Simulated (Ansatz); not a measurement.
# Au: the cost of one run

Program: Ansatz 0.2.0. Level of theory: DFT r2SCAN, scalar-relativistic, plane waves, PAW. These are calculated values, not measurements.

## 1. Starting point

It takes space group Cmcm (No. 63, orthorhombic). Conventional cell: a = 2.823 Å, b = 5.112 Å, c = 4.893 Å, α = 90.00°, β = 90.00°, γ = 90.00°. Around Au (site symmetry m2m) lie 12 Au at 2.82 to 2.97 Å.

Coordinates:

```cif
data_structure
_symmetry_space_group_name_H-M 'P 1'
_symmetry_Int_Tables_number 1
_cell_length_a 2.9197
_cell_length_b 2.9197
_cell_length_c 4.8932
_cell_angle_alpha 90.000
_cell_angle_beta 90.000
_cell_angle_gamma 122.188
_cell_volume 35.30
loop_
_atom_site_label
_atom_site_type_symbol
_atom_site_fract_x
_atom_site_fract_y
_atom_site_fract_z
_atom_site_occupancy
Au1 Au 0.66533 0.33467 0.25000 1
Au2 Au 0.33467 0.66533 0.75000 1
```

It goes back to an entry of the Materials Project, which need not be the stable form.

No relaxation comes first: the listed cell is the starting point.

## 2. The reference: the undisturbed cell on the scan's mesh

The input, input.yaml:

```yaml
crystal:
  lattice:
    - [1.411309965, -2.555933025, 0.0]
    - [1.411309965, 2.555933025, 0.0]
    - [0.0, 0.0, 4.89316961]
  atoms:
    - { symbol: Au, position: [0.66532797, 0.33467203, 0.25] }
    - { symbol: Au, position: [0.33467203, 0.66532797, 0.75] }
basis:
  ecutwfc: 500
kpoints:
  mp_grid: { grid: [20, 20, 10] }
hamiltonian:
  xc: r2scan
scf:
  occupations: { method: gaussian, width: 0.15 }
output:
  forces: true
  stress: true
  eigenvalues: true
```

Started as:

```bash
$ ansatz run input.yaml --threads 1 --pin off --max-ram 2560MiB --backend cpu --events-out ev --progress --plain --runs-dir out
```

**Question.** How long does this run take on 1 thread of Intel Xeon Platinum 8259CL at 2.50GHz (Skylake/Cascade Lake), shared host, and how much memory does it need?

About 50 s, with a peak of 0.86 GiB.
